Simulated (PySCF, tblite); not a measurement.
**AlH6NO3Si, a small molecule taken as a stand-in for a surface group (aluminium hydroxide): NMR shifts, core binding energies and electronic excitations**

Aim: the NMR shifts, core binding energies and electronic excitations of `N[SiH2][O][Al]([OH])[OH]`.

Computed with tblite 0.8.0 and PySCF 2.14.0; each step states its level. No surroundings beyond the atoms listed, unless a continuum is named. Atoms count from 0, parts from 1.

## Step 1: The system as given

12 atoms, charge 0, multiplicity 1; geometry: distance geometry start.

## Step 2: Relaxing the cluster with GFN2-xTB

The job: settings as JSON, then the geometry in Å.

```
{"job": {"kind": "relax", "xc": "GFN2-xTB", "basis": "xTB"}, "charge": 0, "multiplicity": 1}
O      0.317798     0.532652    -1.644346
Al     1.717360     0.993661    -0.513956
O      1.527507     2.590149     0.437407
O      2.485034    -0.425765     0.453270
Si     1.592394    -1.520154     1.505842
N     -0.159294    -1.597062     0.968688
H     -0.624014     0.743253    -1.482752
H      0.795575     2.834410     0.997531
H      1.659516    -1.100146     2.847915
H      2.147118    -2.834050     1.397274
H     -0.401274    -1.063243     0.132159
H     -0.856354    -1.562326     1.730241
```

Method: GFN2-xTB geometry optimisation, gas phase.

Command:

```console
$ OMP_NUM_THREADS=1 python cluster_run.py task.json out
```

One launch serves the whole session: the jobs run in the order shown.

**Question.** The jobs that follow are: PBE0-D3(BJ)/def2-SVP geometry optimisation, gas phase; GIAO PBE0/pcSseg-2 NMR shielding, non-relativistic, gas phase; delta-SCF UKS SCAN, pcX-2 on the ionised atom, pcseg-1 elsewhere, spin-free X2C; TDDFT CAM-B3LYP/def2-SVPD, vertical, gas phase, core orbitals frozen in the response. Predict: point group; rotational constants (main isotopes); 1H shifts against TMS (PBE0/pcSseg-2); 17O shifts against H2O (PBE0/pcSseg-2); 27Al shifts against AlH4- (PBE0/pcSseg-2); 29Si shifts against TMS (PBE0/pcSseg-2); 15N shifts against NH3 (PBE0/pcSseg-2); surface potential, 1st and 99th percentile; O1s binding energies, SCAN/pcX-2; Al2p binding energies, SCAN/pcX-2; Si2p binding energies, SCAN/pcX-2; lowest singlet (CAM-B3LYP/def2-SVPD); lowest triplet; vertical ionisation energy (ΔSCF); vertical electron affinity (ΔSCF).

The runs gave:

| quantity | value |
| --- | --- |
| point group | C1 |
| rotational constants (main isotopes) | 4.44, 1.24, 1.01 GHz |
| 1H shifts against TMS (PBE0/pcSseg-2) | 4.92, 4.76, 1.39, 1.31, 1.07, 0.93 ppm |
| 17O shifts against H2O (PBE0/pcSseg-2) | 83.2, 11.2, 8.4 ppm |
| 27Al shifts against AlH4- (PBE0/pcSseg-2) | 14.9 ppm |
| 29Si shifts against TMS (PBE0/pcSseg-2) | -36.6 ppm |
| 15N shifts against NH3 (PBE0/pcSseg-2) | 40.5 ppm |
| surface potential, 1st and 99th percentile | -1.29 V and 2.81 V |
| O1s binding energies, SCAN/pcX-2 | O0 538.28, O2 538.25, O3 537.30 eV |
| Al2p binding energies, SCAN/pcX-2 | Al1 81.12 eV |
| Si2p binding energies, SCAN/pcX-2 | Si4 107.44 eV |
| lowest singlet (CAM-B3LYP/def2-SVPD) | 6.44 eV (192 nm), f = 0.070 |
| lowest triplet | 6.15 eV |
| vertical ionisation energy (ΔSCF) | 10.06 eV |
| vertical electron affinity (ΔSCF) | -0.38 eV (unbound: the value hangs on the basis) |

What this shows: Relaxing lowered the energy by 0.286 eV in 24 steps; the close pair that moved most is O0–Al1, from 1.644 to 1.697 Å (PBE0/def2-SVP). At PBE0/pcSseg-2: The largest span, 115 ppm, is at Al1, where the paramagnetic term is -324 ppm. At PBE0/pcSseg-2, counted by nearest atom on the grid, the HOMO lies on N5 67 %; O3 10 %, the LUMO on Al1 29 %; O0, O2, O3 about 12 % each. O0 (oxygen bonded to Al, H) binds its O1s electron 0.98 eV more tightly than O3 (oxygen bonded to Al, Si). The lowest singlet, at 6.44 eV, is HOMO→LUMO 0.74, HOMO→LUMO+1 0.19 and is bright. The lowest triplet lies 0.30 eV below the lowest singlet (triplets in Tamm-Dancoff, singlets in full TDDFT). The orbital energy would give 9.07 eV for ionisation, ΔSCF gives 10.06 eV. A capped cluster stands for the solid here, so long-range fields and strain are missing, and bands or shifts of the capping hydrogens have no counterpart in it.
